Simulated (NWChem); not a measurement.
# SbH3 (stibine): levels of theory compared

Aim: a comparison of 6 runs (HF/3-21G, HF/def2-SVP, PBE0/def2-SVP, PBE0/STO-3G, BLYP/3-21G, M06-2X/def2-SVPD) of SbH3 (stibine). 

Program for the calculation: NWChem 7.3.0.

### Step 1. The structure to begin with

SbH3 has 4 atoms, charge 0, and is taken as a singlet. SMILES: `[SbH3]`. The coordinates come from a PBE0-D4/def2-TZVP relaxation.

Bond lengths: Sb1–H2 1.707 Å, Sb1–H3 1.707 Å, Sb1–H4 1.707 Å. Angles: H2–Sb1–H3 91.4°, H2–Sb1–H4 91.4°, H3–Sb1–H4 91.4°.

### Step 2. Energy and gradient at HF/3-21G (run 1)

The input, mol.xyz:

```xyz
4

Sb     0.456300    -0.309800    -0.464500
H      0.843900     0.072200     1.153900
H     -1.039100    -0.984400     0.008900
H     -0.261000     1.221900    -0.698300
```

The input, run.py:

```python
from ase.io import read
from ase.calculators.nwchem import NWChem

atoms = read('mol.xyz')

calc = NWChem(
    label='mol',
    theory='scf',
    memory='2200 mb',
    basis='3-21G',
    basispar='spherical bse',
    scf={'nopen': '0', 'rhf': None, 'thresh': '1e-08', 'maxiter': '80'},
)
atoms.calc = calc

forces = atoms.get_forces()
e = atoms.get_potential_energy()
print(f"E = {e:.6f} eV")
print("forces (eV/A):")
for s, f in zip(atoms.symbols, forces):
    print(f"{s:2s} {f[0]:10.5f} {f[1]:10.5f} {f[2]:10.5f}")
print("dipole (e A):", atoms.get_dipole_moment().round(4))
```

Run with:

```console
$ export ASE_NWCHEM_COMMAND="nwchem PREFIX.nwi > PREFIX.nwo"
$ python run.py
```

The program printed:

```text
E = -171087.765789 eV
forces (eV/A):
Sb    0.07662   -0.05250   -0.07775
H     0.22281    0.00967    0.27501
H    -0.24652   -0.25372   -0.01054
H    -0.05286    0.29655   -0.18671
dipole (e A): [ 0.0038 -0.0026 -0.0039]
```

The calculator wrote mol.nwi:

```
title "mol"

permanent_dir mol

scratch_dir mol

start mol

geometry units angstrom nocenter noautosym noautoz
  Sb 4.5629999999999998e-01 -3.0980000000000002e-01 -4.6450000000000002e-01
  H  8.4389999999999998e-01 7.2200000000000000e-02 1.1538999999999999e+00
  H  -1.0390999999999999e+00 -9.8440000000000005e-01 8.8999999999999999e-03
  H  -2.6100000000000001e-01 1.2219000000000000e+00 -6.9830000000000003e-01
end

memory 2200 mb

basis spherical bse noprint
   * library 3-21G
end

scf
  nopen 0
  rhf
  thresh 1e-08
  maxiter 80
end

task scf gradient
```

mol.nwo:

```text
Northwest Computational Chemistry Package (NWChem) 7.3.0
             --------------------------------------------------------

           Job information
           ---------------

    nwchem branch   = 7.3.0
    use scalapack   = T
    input           = mol.nwi
    prefix          = mol.
    data base       = mol/mol.db
    status          = startup
    nproc           =        1

           Memory information
           ------------------

[... 5 lines left out ...]
    hardfail = no
[... 118 lines left out ...]
         Quadratically convergent ROHF
[... 13 lines left out ...]
       Final RHF  results
[... 4 lines left out ...]
      Two-electron energy =   2426.577177827031
[... 46 lines left out ...]
                       ROHF Final Molecular Orbital Analysis
[... 217 lines left out ...]
                 ----------------------------------------
                 |  Time  |  1-e(secs)   |  2-e(secs)   |
                 ----------------------------------------
                 |  CPU   |       0.00   |       0.17   |
                 ----------------------------------------
                 |  WALL  |       0.00   |       0.17   |
                 ----------------------------------------

 Task  times  cpu:        1.6s     wall:        1.6s
 Total times  cpu:        1.6s     wall:        1.6s
```

Run time: 2.6 s. Hardware: 1 thread of Intel Xeon Platinum 8488C (Sapphire Rapids), shared host; peak memory 0.098 GiB.

### Step 3. Energy and gradient at HF/def2-SVP (core potential) (run 2)

The input, mol.nw:

```
start mol
title "H3Sb"
memory total 2200 mb
charge 0

geometry units angstroms noautosym nocenter noautoz
   Sb    0.456300   -0.309800   -0.464500
   H     0.843900    0.072200    1.153900
   H    -1.039100   -0.984400    0.008900
   H    -0.261000    1.221900   -0.698300
end

basis "ao basis" spherical bse
   * library def2-SVP
end

ecp bse
   Sb library def2-SVP
end

scf
   thresh 1e-08
   maxiter 80
   noprint "final vectors analysis"
end

task scf gradient
```

Run with:

```console
$ nwchem mol.nw > mol.out
```

The program printed:

```text
[...]
  functions       =    41
[...]
  wavefunction    = RHF
[...]
         Total SCF energy =   -240.969072948597
      One-electron energy =   -465.149867300536
      Two-electron energy =    202.146483865631
 Nuclear repulsion energy =     22.034310486307
        Time for solution =      1.8s
[...]
                         RHF ENERGY GRADIENTS
    atom               coordinates                        gradient
                 x          y          z           x          y          z
   1 Sb      0.862282  -0.585437  -0.877778    0.005558  -0.003764  -0.005662
   2 H       1.594740   0.136438   2.180555   -0.001891   0.001258   0.001849
   3 H      -1.963614  -1.860246   0.016819   -0.001822   0.001297   0.001894
   4 H      -0.493218   2.309056  -1.319596   -0.001845   0.001210   0.001918
[...]
```

Wall time 2.7 s (1 thread of Intel Xeon Platinum 8488C (Sapphire Rapids), shared host); peak memory 0.099 GiB.

Runs 3 to 5 aren't shown in full; the table further down has their settings and results.

### Step 4. Energy and forces at M06-2X/def2-SVPD (core potential) (run 6)

The input, h3sb.xyz:

```xyz
4

Sb     0.456300    -0.309800    -0.464500
H      0.843900     0.072200     1.153900
H     -1.039100    -0.984400     0.008900
H     -0.261000     1.221900    -0.698300
```

The input, run.py:

```python
from ase.io import read
from ase.calculators.nwchem import NWChem

atoms = read('h3sb.xyz')

calc = NWChem(
    label='h3sb',
    theory='dft',
    memory='2200 mb',
    basis='def2-SVPD',
    basispar='spherical bse',
    dft={'xc': 'm06-2x', 'mult': '1', 'grid': 'xfine', 'convergence': 'energy 1e-08', 'iterations': '100', 'mulliken': None},
    **{'ecp bse': {'Sb library': 'def2-SVPD'}},
)
atoms.calc = calc

forces = atoms.get_forces()
print(f"energy = {atoms.get_potential_energy():.6f} eV")
print("forces (eV/A):")
for s, f in zip(atoms.symbols, forces):
    print(f"{s:2s} {f[0]:10.5f} {f[1]:10.5f} {f[2]:10.5f}")
print("dipole (e A):", atoms.get_dipole_moment().round(4))
```

Run with:

```console
$ export ASE_NWCHEM_COMMAND="nwchem PREFIX.nwi > PREFIX.nwo"
$ python run.py
```

The program printed:

```text
energy = -6582.997023 eV
forces (eV/A):
Sb    0.04628   -0.03188   -0.04695
H     0.06309    0.00807    0.09436
H    -0.08515   -0.07513    0.00406
H    -0.02422    0.09888   -0.05152
dipole (e A): [ 0.043  -0.0292 -0.0438]
```

The calculator wrote h3sb.nwi:

```
title "h3sb"

permanent_dir h3sb

scratch_dir h3sb

start h3sb

geometry units angstrom nocenter noautosym noautoz
  Sb 4.5629999999999998e-01 -3.0980000000000002e-01 -4.6450000000000002e-01
  H  8.4389999999999998e-01 7.2200000000000000e-02 1.1538999999999999e+00
  H  -1.0390999999999999e+00 -9.8440000000000005e-01 8.8999999999999999e-03
  H  -2.6100000000000001e-01 1.2219000000000000e+00 -6.9830000000000003e-01
end

memory 2200 mb

basis spherical bse noprint
   * library def2-SVPD
end

dft
  xc m06-2x
  mult 1
  grid xfine
  convergence energy 1e-08
  iterations 100
  mulliken
end
ecp bse
  Sb library def2-SVPD
end

task dft gradient
```

h3sb.nwo:

```text
Northwest Computational Chemistry Package (NWChem) 7.3.0
             --------------------------------------------------------

           Job information
           ---------------

    nwchem branch   = 7.3.0
    use scalapack   = T
    input           = h3sb.nwi
    prefix          = h3sb.
    data base       = h3sb/h3sb.db
    status          = startup
    nproc           =        1

           Memory information
           ------------------

[... 5 lines left out ...]
    hardfail = no
[... 93 lines left out ...]
  convergence criterion.
[... 39 lines left out ...]
          Spatial weights used:  Erf1
[... 32 lines left out ...]
 1-e energy   =    -464.622113
[... 43 lines left out ...]
           Coulomb energy =      221.655197112576
[... 478 lines left out ...]
          Convergence on density requested:  1.00D-05
[... 25 lines left out ...]
          total energy or number of iterations.
[... 35 lines left out ...]
                 ----------------------------------------
                 |  Time  |  1-e(secs)   |  2-e(secs)   |
                 ----------------------------------------
                 |  CPU   |       0.01   |       0.45   |
                 ----------------------------------------
                 |  WALL  |       0.01   |       0.45   |
                 ----------------------------------------

 Task  times  cpu:       12.0s     wall:       12.0s
 Total times  cpu:       12.0s     wall:       12.0s
```

It took 13 s on 1 thread of Intel Xeon Platinum 8488C (Sapphire Rapids), shared host; peak memory 0.13 GiB.

### Step 5. The series

```
run                              level  core potential  iteration cap   energy (Eh)  dipole moment (D)  HOMO energy (eV)  LUMO energy (eV)  wall time
  1                           HF/3-21G               –             80  -6287.359477               0.03             -9.54              3.14      2.6 s
  2       HF/def2-SVP (core potential)        def2-SVP             80   -240.969073               0.30                 –                 –      2.7 s
  3     PBE0/def2-SVP (core potential)        def2-SVP            100   -242.019335                  –                 –                 –      7.2 s
  4                        PBE0/STO-3G               –            100  -6254.922874               1.07             -4.52              4.92      3.3 s
  5                         BLYP/3-21G               –            100  -6290.016597               0.31             -5.94             -0.41      4.5 s
  6  M06-2X/def2-SVPD (core potential)       def2-SVPD            100   -241.920680               0.33             -8.56              0.66       13 s
```

### Step 6. Outcome

| quantity | value |
| --- | --- |
| run 6: total energy | -241.92068 Eh |
| run 6: dipole moment | 0.33 D |
| run 6: HOMO energy | -8.56 eV |
| run 6: LUMO energy | 0.66 eV |
| run 6: HOMO–LUMO gap | 9.22 eV |
| run 6: largest force on an atom | 0.114 eV/Å |

**Reading.** Over runs 1, 2, 4, 5, 6 the dipole moment (its size) runs from 0.03 D (HF/3-21G) to 1.07 D (PBE0/STO-3G). The two ends differ in method and basis. The two dipoles point in opposite directions. Over runs 1, 4, 5, 6 the HOMO–LUMO gap runs from 5.53 eV (BLYP/3-21G) to 12.69 eV (HF/3-21G). Exact exchange widens orbital gaps. Totals of different functionals can't be ranked against each other. Some runs of one species differ in core potentials or relativity; totals across that change don't compare. In run 4 the basis is minimal, so the values are rough. In runs 1, 4, 5 relativity is left out where basis or elements ask for it. All runs together took 34 s, the longest 13 s.
